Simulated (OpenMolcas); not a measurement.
**Mo⁵⁺ among point charges: CASSCF and CASPT2 levels and susceptibility**

How does a field of 6 point charges split the states of Mo⁵⁺, and what χT follows?

Method: state-averaged CASSCF and CASPT2, spin-orbit coupling by RASSI with atomic mean-field integrals. Code: OpenMolcas 26.06.

### 1 What is computed

```
Species                           : Mo⁵⁺ (molybdenum, Z = 42, 37 electrons)
Basis                             : ANO-RCC-VDZP [6s5p3d1f], 43 functions
Scalar Hamiltonian                : DKH2, point nucleus
Inactive shells                   : 1s 2s 2p 3s 3p 3d 4s 4p
Active space                      : 1 electron in 5 orbitals (4d)
Some configurations of this space : 4d
Orbitals                          : optimised for each spin and parity, averaged over all roots
```

The outer shells:

4d
```
4d [↑ ][  ][  ][  ][  ]
```

The ion sits among 6 point charges of -1.7 e arranged as a tetragonal octahedron (D4h), 2.06 Å from the ion, with the axial distance 2.431 Å.

Each step is its own input file, run in one work folder so that later steps find the files of earlier ones. Labels, J, g values, rates, χT and fits are worked out afterwards by a script from the matrices that RASSI stores. The input lists half of the charges; inversion (Group=XYZ) makes the rest.

### 2 One- and two-electron integrals

File a.inp:

```
&GATEWAY
Coord
1

Mo 0.0 0.0 0.0
Basis=ANO-RCC-VDZP
Group=XYZ
NoMove
AngMom=0.0 0.0 0.0
AMFI
XField
3 Angstrom 0
2.060000 0.000000 0.000000 -1.700000
0.000000 2.060000 0.000000 -1.700000
0.000000 0.000000 2.430800 -1.700000
&SEWARD
```

On the command line:

```bash
$ OMP_NUM_THREADS=1 MOLCAS_MEM=1689 MOLCAS_PROJECT=a pymolcas a.inp > a.log
```

### 3 CASSCF: doublets of even parity, 5 roots

File a.inp:

```
&RASSCF
FileOrb=start.orb
Symmetry=1
Spin=2
nActEl=1 0 0
Inactive=9 9
Ras2=5 0
CIRoot=5 5 1
SDav=5
CIMx=300
Iter=120 100
PrWF=0.3
OrbListing=Nothing
MaxOrb=0
>>> COPY $Project.JobIph JOB001
```

start.orb holds the contracted functions of the basis, ordered by shell, or the orbitals of the step before.

### 4 RASSI: spin-orbit coupling between the states

File a.inp:

```
&RASSI
NrOfJobIphs=1 5
1 2 3 4 5
IphNames
JOB001
EJob
SpinOrbit
DIPRint=1.0
SOCoupling=1000.0
Subsets=2
Property=9
'ANGMOM' 1 'ANGMOM' 2 'ANGMOM' 3 'MLTPL  1' 1 'MLTPL  1' 2 'MLTPL  1' 3
'AMFI' 1 'AMFI' 2 'AMFI' 3
SOProperty=3
'ANGMOM' 1 'ANGMOM' 2 'ANGMOM' 3
```

### 5 CASPT2: IPEA 0.25, imaginary shift 0.1 (closed shells correlated: 4s 4p)

File a.inp:

```
>>> COPY JOB001 $Project.JobIph
&CASPT2
Multistate=5 1 2 3 4 5
NoMult
Frozen=8 6
IPEA=0.25
Imaginary=0.1
MaxIter=60
WThr=0.0 0.3 0.05
PrWF=0.5
NoMix
```

(Steps that only read results are left out.)

Q: Predict the outcome of this session. Wanted: spin-free ground state; first state of the same spin within the active space; lowest level; next level.

**Answer**, as computed:

```
                                            quantity                                                                        value
                                              method  SS-CASPT2, IPEA 0.25, imaginary shift 0.1 (closed shells correlated: 4s 4p)
                              spin-free ground state                                               2E, 2-fold in its orbital part
first state of the same spin within the active space                                                             2A1 at 3100 cm⁻¹
                                        lowest level                                            2-fold E1/2, g = 0.18, 1.21, 1.21
                                          next level                                                                  1148.2 cm⁻¹
                                         χT at 300 K                                                               0.14 cm³ K/mol
                           effective moment at 300 K                                                                      1.06 μB
```

Cost by method:

```tsv
method	time of its own steps	time with the reference
A. CASSCF	1.6 s	1.6 s
B. SS-CASPT2, IPEA 0.25, imaginary shift 0.1, +4s 4p	0.52 s	2.1 s
```

Times are of one thread on a shared host.

**Reading.** The spin-free ground state (2E) comes to 100 % from free-ion D terms and keeps the highest spin of the shell. χT at 300 K is 0.14, against 0.38 cm³ K/mol for the spin alone, so orbital moment lowers it. The field of point charges can differ much from that of real complexes. This is an electrostatic model: the charges have no orbitals.
